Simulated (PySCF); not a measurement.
# EuO4 (Eu(O2)2-): the cost of one run

Method: several levels, as the steps say, no spin–orbit coupling; program: PySCF 2.14.0.

2 further runs of the same task are left out: 2 for a known fault of the program. Runs told in other sessions of the task aren't counted.

## Step 1: The starting structure

5 atoms, charge -1, spin multiplicity 1.

Bond lengths: Eu1–O2 2.180 Å, Eu1–O3 2.180 Å, Eu1–O4 2.180 Å, Eu1–O5 2.180 Å. Angles: O2–Eu1–O3 41.2°, O2–Eu1–O4 151.2°, O2–Eu1–O5 151.2°, O3–Eu1–O4 151.2°, O3–Eu1–O5 151.2°, O4–Eu1–O5 41.2°.

Geometry (Å):

```xyz
5

Eu    0.0000    0.0000    0.0000
O     0.5419    0.5419    2.0408
O    -0.5419   -0.5419    2.0408
O     0.5419   -0.5419   -2.0408
O    -0.5419    0.5419   -2.0408
```

Formal oxidation states: Eu +3. Each metal's 6 4f electrons lie in its core potential, so multiplicities, spins and levels count the valence alone. An earlier session relaxed this geometry at TPSS, Eu lcecp-1-SVP with ECP52, O def2-SVP (singlet, point group D2d).

At TPSS on the finer grid: E = -336.004163 Eh, HOMO 1.01 eV, LUMO 2.40 eV, Mulliken charge on Eu1 +0.72 e, largest force component 0.002 eV/Å. The highest filled level lies above zero; it isn't the detachment energy.

Levels to run: wB97X; PBE; HF; BP86; TPSS, TZVP. Hardware: 2 threads of Arm Neoverse V1, shared host.

## Step 2: wB97X

File run.py (the lines that set the calculation):

```python
mol = gto.M(atom='''
Eu     0.00000     0.00000     0.00000
O      0.54188     0.54188     2.04077
O     -0.54188    -0.54188     2.04077
O      0.54188    -0.54188    -2.04077
O     -0.54188     0.54188    -2.04077''',
    basis={'Eu': 'lcecp-1-SVP', 'O': 'def2-SVP'},
    ecp={'Eu': 'lcecp-1-SVP'},
    charge=-1, spin=0)
mf = dft.RKS(mol, xc='WB97X')
mf.grids.atom_grid = (75, 302)  # f atoms: unpruned, at least (60, 302)
mf = mf.density_fit()  # fitting sets: Eu AutoAux, O def2-universal-JKFIT
mf.conv_tol = 1e-08; mf.max_cycle = 55
mf.kernel(dm0)  # dm0: the density of the relaxed state
```

Launch:

```console
$ OMP_NUM_THREADS=2 python run.py
```

**Question.** How long does this run take on 2 threads of Arm Neoverse V1, shared host?

About 5.1 s.
